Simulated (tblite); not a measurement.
# C4H6O3SSi: the cost of one run

Programs: tblite 0.8.0 and PySCF 2.14.0, with density-fitted response routines of our own. Each step states its level of theory. These are calculated values for one molecule in the gas phase, unless marked as measured. Atoms count from 0, in the outputs and in this text.

## 1. Starting geometry

15 atoms, charge 0, multiplicity 1; geometry from: force field or distance geometry start.

Bonds of the start (Å): C0–O1 1.43, O1–Si2 1.67, Si2–S3 2.16, S3–C4 1.72, C4–C5 1.31, C5–O6 1.18, C4–C7 1.48, C7–O8 1.23, C0–H9 1.10, C0–H10 1.09, C0–H11 1.09, Si2–H12 1.48, Si2–H13 1.48, C7–H14 1.11.

## 2. Geometry optimisation with GFN2-xTB

Job settings and geometry (Å):

```
{"job": {"kind": "relax", "xc": "GFN2-xTB", "basis": "xTB"}, "charge": 0, "multiplicity": 1}
C      2.411100     0.562600     0.574500
O      1.161000     0.192500    -0.018500
Si     0.706300    -1.408200     0.120600
S     -1.292900    -1.531100    -0.676100
C     -1.945500     0.024200    -0.334700
C     -2.346700     0.789300    -1.315100
O     -2.709500     1.508700    -2.174300
C     -2.120500     0.509400     1.050600
O     -1.807500    -0.138200     2.045100
H      2.391100     0.404800     1.664200
H      3.237300     0.025100     0.116100
H      2.547400     1.631500     0.396000
H      0.733800    -1.830300     1.543300
H      1.610000    -2.249800    -0.695300
H     -2.579800     1.517600     1.142200
```

Run with:

```sh
$ OMP_NUM_THREADS=1 python probes_run.py task.json out
```

One launch serves the whole session: the jobs run in the order shown.

**Question.** How long does this first job take on 1 thread of Arm Neoverse V1, shared host?

About 1 s.
